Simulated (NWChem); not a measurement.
# CH3FSb (SMILES [CH3][Sb][F]) at UHF/def2-SVP (core potential)

Aim: the electronic atomisation energy of CH3FSb at UHF/def2-SVP (core potential), from 5 runs. 

Program for the calculation: NWChem 7.3.0.

### 1 Starting point

The species is CH3FSb (6 atoms), meant as a doublet with charge 0. SMILES: `[CH3][Sb][F]`. Geometry: relaxed at PBE0-D4/def2-TZVP.

Bond lengths: C1–Sb2 2.143 Å, Sb2–F3 1.927 Å, C1–H4 1.092 Å, C1–H5 1.091 Å, C1–H6 1.091 Å. Angles: C1–Sb2–F3 93.2°, Sb2–C1–H4 109.6°, Sb2–C1–H5 109.5°, Sb2–C1–H6 109.5°, H4–C1–H5 109.4°, H4–C1–H6 109.4°, H5–C1–H6 109.4°.

### 2 The energy at UHF/def2-SVP (core potential) (run 1)

File ch3fsb.nw:

```
START ch3fsb
memory total 2200 mb

GEOMETRY noautosym nocenter noautoz
  C    -0.347900    0.311200   -0.427100
  Sb   -0.153500   -1.273300    1.003300
  F     1.685400   -0.844100    1.388600
  H    -1.357900    0.308400   -0.842100
  H     0.375100    0.165900   -1.230600
  H    -0.159100    1.267800    0.061800
END

BASIS spherical bse
  * library def2-SVP
END

ECP bse
  Sb library def2-SVP
END

SCF
  nopen 1
  uhf
  thresh 0.01
  maxiter 80
  noprint "final vectors analysis"
END

TASK scf energy
```

Command:

```
$ nwchem ch3fsb.nw > ch3fsb.out
```

Log:

```text
[...]
  functions       =    69
[...]
  wavefunction    = UHF
[...]
         Total SCF energy =   -378.202820996190
      One electron energy =   -867.037114337477
      Two electron energy =    360.904363332869
 Nuclear repulsion energy =    127.929930008418
                       Sz =      0.5000
                 Sz(Sz+1) =      0.7500
                      S^2 =      0.7645
[...]
```

Wall time 8.7 s (1 thread of Intel Xeon Platinum 8259CL at 2.50GHz (Skylake/Cascade Lake), shared host); peak memory 0.098 GiB.

### 3 The C atom, same level (run 2)

File run.nw:

```
start run
memory stack 880 mb heap 220 mb global 1100 mb
charge 0
geometry units angstrom noautosym nocenter noautoz
  C        0.000000       0.000000       0.000000
end
basis spherical bse
  * library def2-SVP
end
scf
  triplet
  uhf
  thresh 1e-06
  maxiter 80
  noprint "final vectors analysis"
end
task scf energy
```

Run the same way, it converges to -37.64523 Eh (log not shown).

Runs 3 to 4 aren't shown in full; the table further down has their settings and results.

### 4 The Sb atom at the same level (run 5)

File sp.nw:

```
start sp
memory 2200 mb
geometry noautosym nocenter noautoz
   Sb       0.000000       0.000000       0.000000
end
basis "ao basis" spherical bse
   * library def2-SVP
end
ecp bse
   Sb library def2-SVP
end
scf
   nopen 3
   uhf
   thresh 1e-05
   maxiter 80
   noprint "final vectors analysis"
end
task scf
```

Run the same way, it converges to -239.27335 Eh (log not shown).

### 5 All runs side by side

```
run                          level  core potential  SCF convergence threshold  partner  energy (Eh)  dipole moment (D)   ⟨S²⟩  wall time
  1  UHF/def2-SVP (core potential)        def2-SVP                       0.01     base  -378.202821               3.08  0.764      8.7 s
  2                   UHF/def2-SVP               –                      1e-06    atoms   -37.645230               0.00  2.007     0.75 s
  3                   UHF/def2-SVP               –                      1e-05    atoms   -99.284051               0.00  0.752     0.72 s
  4                   UHF/def2-SVP               –                       0.01    atoms    -0.499278               0.00  0.750      0.6 s
  5  UHF/def2-SVP (core potential)        def2-SVP                      1e-05    atoms  -239.273347               0.00  3.752      2.1 s
```

### 6 What came out

At UHF/def2-SVP (core potential):

| quantity | value |
| --- | --- |
| Sb atom: total energy | -239.27335 Eh |
| Sb atom: dipole moment | 0.00 D |
| Sb atom: ⟨S²⟩ | 3.752 |
| electronic atomisation energy | 13.670 eV |

In words: Taking the molecule apart into free atoms costs 13.67 eV (315 kcal/mol), before zero-point energy and without spin-orbit coupling. Hartree–Fock lacks the correlation of the bonding pairs, which as a rule makes this value much too low; in minimal bases other errors can mask that. All runs together took 13 s, the longest 8.7 s.
